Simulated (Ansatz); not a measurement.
# CH3NO2Si: up Jacob's ladder to CCSD(T)

Aim: compute CH3NO2Si with functionals from several rungs and with coupled cluster. The yardstick is the atomisation energy at the CCSD(T) limit.

Computed with Ansatz 0.2.0, Gaussian basis. Level: functionals in def2-TZVPP, the program's frozen cores in correlated methods.

The runs, in order: LDA (SPW92), PBE-D4, revPBE-D4, BLYP-D4, r2SCAN-D4, B97M-V, PBE0-D4, B3LYP-D4, r2SCANh-D4, r2SCAN0-D4, HSE06-D4, BHLYP-D4, CAM-B3LYP-D4, LC-ωPBE, ωB97X-V, ωB97M-V, B2PLYP, PBE-QIDH; CCSD(T)/def2-SVP; CCSD(T)/def2-TZVPP; MP2/def2-QZVPP; extrapolation to the limit; RPA on PBE.

### 1 The geometry

All runs share one geometry, relaxed beforehand with PBE0-D4 in a triple-zeta def2 set.

SMILES `N=C1O[SiH]1O`, 8 atoms, charge 0, spin multiplicity 1.

Atoms are counted from 1 here; the program's logs count them from 0.

Bond lengths: N1–C2 1.243 Å, N1–H6 1.023 Å, C2–O3 1.424 Å, C2–Si4 1.786 Å, O3–Si4 1.679 Å, Si4–O5 1.619 Å, Si4–H7 1.469 Å, O5–H8 0.960 Å. Angles: C2–N1–H6 111.7°, N1–C2–O3 131.1°, N1–C2–Si4 166.9°, O3–C2–Si4 61.9°, C2–O3–Si4 69.7°, C2–Si4–O3 48.4°, C2–Si4–O5 125.8°, C2–Si4–H7 125.8°, O3–Si4–O5 120.0°, O3–Si4–H7 118.1°, O5–Si4–H7 106.4°, Si4–O5–H8 119.0°.

### 2 LDA

This LDA is Slater exchange with PW92 correlation.

Input file in.yaml:

```yaml
crystal:
  periodic: [false, false, false]
  atoms:
    - {symbol: N, position_ang: [-0.583108, 2.008375, 0.501123]}
    - {symbol: C, position_ang: [-0.070214, 0.903543, 0.251076]}
    - {symbol: O, position_ang: [0.420607, -0.117758, 1.112994]}
    - {symbol: Si, position_ang: [0.575559, -0.587209, -0.491896]}
    - {symbol: O, position_ang: [-0.305174, -1.819608, -1.062066]}
    - {symbol: H, position_ang: [-0.637168, 2.181714, 1.507378]}
    - {symbol: H, position_ang: [1.929444, -0.759920, -1.034559]}
    - {symbol: H, position_ang: [-1.237745, -1.866340, -0.839747]}
basis:
  gaussian: {orbitals: def2-TZVPP}
hamiltonian: {xc: lda}
output: {orbitals: {seedname: orbitals}}
```

On the command line:

```sh
ansatz run in.yaml --threads 2 --pin off --events-out ev --progress --plain --max-ram 4352MiB
```

The runs that follow: PBE-D4 (GGA); revPBE-D4 (GGA); BLYP-D4 (GGA); r2SCAN-D4 (meta-GGA); B97M-V (meta-GGA); PBE0-D4 (hybrid); B3LYP-D4 (hybrid); r2SCANh-D4 (hybrid); r2SCAN0-D4 (hybrid); HSE06-D4 (hybrid); BHLYP-D4 (hybrid); CAM-B3LYP-D4 (range-separated); LC-ωPBE (range-separated); ωB97X-V (range-separated); ωB97M-V (range-separated); B2PLYP (double hybrid); PBE-QIDH (double hybrid); CCSD(T) in def2-SVP; CCSD(T) in def2-TZVPP; MP2 in def2-QZVPP; RPA on PBE orbitals.

Before running them: what should the planned runs give, taken together? Wanted: atomisation energy, CCSD(T)/CBS; farthest beyond LDA; mean size of error, GGA; mean size of error, meta-GGA; mean size of error, hybrid; mean size of error, range-separated; mean size of error, double hybrid; gap, smallest and largest; T1 diagnostic.

**Answer**, as computed:

| quantity | value |
| --- | --- |
| atomisation energy, CCSD(T)/CBS | 3211.5 kJ/mol |
| functionals within 16.1 kJ/mol (0.5 %) | revPBE-D4, r2SCAN-D4, B97M-V, PBE0-D4, B3LYP-D4, HSE06-D4, CAM-B3LYP-D4, LC-ωPBE, ωB97X-V, ωB97M-V |
| farthest beyond LDA | BHLYP-D4 (-182.3 kJ/mol) |
| mean size of error, GGA | 58.8 kJ/mol |
| mean size of error, meta-GGA | 9.2 kJ/mol |
| mean size of error, hybrid | 55.1 kJ/mol |
| mean size of error, range-separated | 11.8 kJ/mol |
| mean size of error, double hybrid | 41.1 kJ/mol |
| gap, smallest and largest | 4.51 eV (LDA (SPW92)), 11.97 eV (LC-ωPBE) |
| T1 diagnostic | 0.0157 |
| triples share of the correlation energy | 4.3 % |

In words: The LDA atomisation energy is off by 596.2 kJ/mol (19 %): it overbinds. PBE-D4 misses by +123.9 kJ/mol. Double hybrids carry the basis error of their MP2 part in triple zeta, and no dispersion term here, so their miss is partly the set-up's. The rungs meta-GGA, range-separated miss on average by less than the doubt on the reference (16.1 kJ/mol), so they tie. The reference freezes the cores and leaves out relativity and excitations past (T), so misses under about 16.1 kJ/mol can't be ranked. Hartree-Fock recovers 64 % of the binding; the rest is correlation. CCSD(T) in def2-SVP is off by -288.7 kJ/mol, so the small basis spoils what the method gains. The gap grows from 4.5 to 12.0 eV across the functionals, mostly with the share of exact exchange.
